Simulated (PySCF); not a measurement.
**SiClOF2 (SMILES [O][Si](F)(F)Cl) at UMP2/STO-3G**

Aim: the vertical ionisation energy of SiClOF2 at UMP2/STO-3G, from 2 runs. The job is set up through a Python script.

The results are computed with PySCF 2.14.0.

## Step 1: The structure to begin with

SiClOF2: 5 atoms, total charge 0, spin state doublet. SMILES: `[O][Si](F)(F)Cl`. The shape is that of a PBE0-D4/def2-TZVP optimisation.

Bond lengths: O1–Si2 1.641 Å, Si2–F3 1.569 Å, Si2–F4 1.569 Å, Si2–Cl5 2.005 Å. Angles: O1–Si2–F3 112.3°, O1–Si2–F4 112.3°, O1–Si2–Cl5 102.8°, F3–Si2–F4 106.3°, F3–Si2–Cl5 111.7°, F4–Si2–Cl5 111.7°.

## Step 2: The energy at UMP2/STO-3G

Input file run.py:

```python
from pyscf import gto, scf, mp

mol = gto.M(
    atom='''
O     -0.173100     0.048700     1.622400
Si     0.071000    -0.092200     0.005600
F     -0.374600    -1.493300    -0.542700
F      1.581700     0.074400    -0.383900
Cl    -1.055100     1.388700    -0.742800
''',
    charge=0,
    basis='sto-3g',
    verbose=3,
    max_memory=1860,
    spin=1,
)

hf = scf.UHF(mol)
hf.conv_tol = 1e-10
hf.kernel()
if not hf.converged:
    hf = hf.newton().run(hf.mo_coeff, hf.mo_occ)

pt = mp.MP2(hf, frozen=13).run()
energy = pt.e_tot
print('E = %.10f Eh' % energy)
```

Launch:

```bash
$ OMP_NUM_THREADS=1 python run.py
```

The program printed:

```text
converged SCF energy = -1010.19213418051  <S^2> = 0.75385209  2S+1 = 2.0038484
E(UMP2) = -1010.26913468801  E_corr = -0.0770005075005469
E(SCS-UMP2) = -1010.27201352401  E_corr = -0.0798793434989782
E = -1010.2691346880 Eh
```

It took 0.88 s on 1 thread of Arm Neoverse V1, shared host; peak memory 0.12 GiB.

## Step 3: The singlet cation at the same level

Input file run.py:

```python
from pyscf import gto, scf, mp

molecule = gto.M(
    atom='''
O     -0.327112     0.092030     3.065892
Si     0.134171    -0.174233     0.010582
F     -0.707891    -2.821928    -1.025554
F      2.988980     0.140596    -0.725466
Cl    -1.993850     2.624263    -1.403689
''',
    verbose=3,
    max_memory=1860,
    basis='sto-3g',
    charge=1,
    unit='bohr',
)

mf = scf.RHF(molecule)
mf.conv_tol = 1e-10
mf.kernel()
if not mf.converged:
    mf = mf.newton().run(mf.mo_coeff, mf.mo_occ)

pt = mp.MP2(mf, frozen=13).run()
etot = pt.e_tot
print('Final energy', etot)
```

Launch:

```bash
$ OMP_NUM_THREADS=1 python run.py
```

The program printed:

```text
converged SCF energy = -1009.75035656285
E(RMP2) = -1009.85591962697  E_corr = -0.105563064118021
E(SCS-RMP2) = -1009.86031469112  E_corr = -0.10995812827266
Final energy -1009.8559196269687
```

Wall time 0.84 s (1 thread of Arm Neoverse V1, shared host); peak memory 0.12 GiB.

## Step 4: Outcome

Level: UMP2/STO-3G, 13 core orbitals frozen.

| quantity | value |
| --- | --- |
| doublet SiClOF2: total energy | -1010.26913 Eh |
| doublet SiClOF2: dipole moment (Hartree–Fock density) | 1.70 D |
| doublet SiClOF2: HOMO energy (Hartree–Fock orbitals) (highest over α and β) | -10.87 eV |
| doublet SiClOF2: LUMO energy (Hartree–Fock orbitals) (lowest over α and β) | 6.83 eV |
| doublet SiClOF2: correlation energy (13 core orbitals frozen) | -77.0 mEh |
| doublet SiClOF2: ⟨S²⟩ of the reference determinant | 0.754 |
| singlet cation: total energy | -1009.85592 Eh |
| singlet cation: HOMO energy (Hartree–Fock orbitals) | -18.27 eV |
| singlet cation: LUMO energy (Hartree–Fock orbitals) | -9.45 eV |
| singlet cation: HOMO–LUMO gap (Hartree–Fock orbitals) | 8.82 eV |
| singlet cation: correlation energy (13 core orbitals frozen) | -105.6 mEh |
| vertical ionisation energy (to the singlet cation) | 11.244 eV |

**Reading.** The vertical ionisation energy comes to 11.24 eV (1085 kJ/mol). Only the singlet of the ionised species was computed; a triplet could lie lower. In a minimal basis such a difference can be off by several eV, whatever the method. Mulliken charges (doublet SiClOF2) of the mean-field density run from -0.39 on Cl5 to +1.33 on Si2. Mulliken charges (singlet cation) of the mean-field density run from -0.23 on F4 to +1.38 on Si2; they depend strongly on the basis.
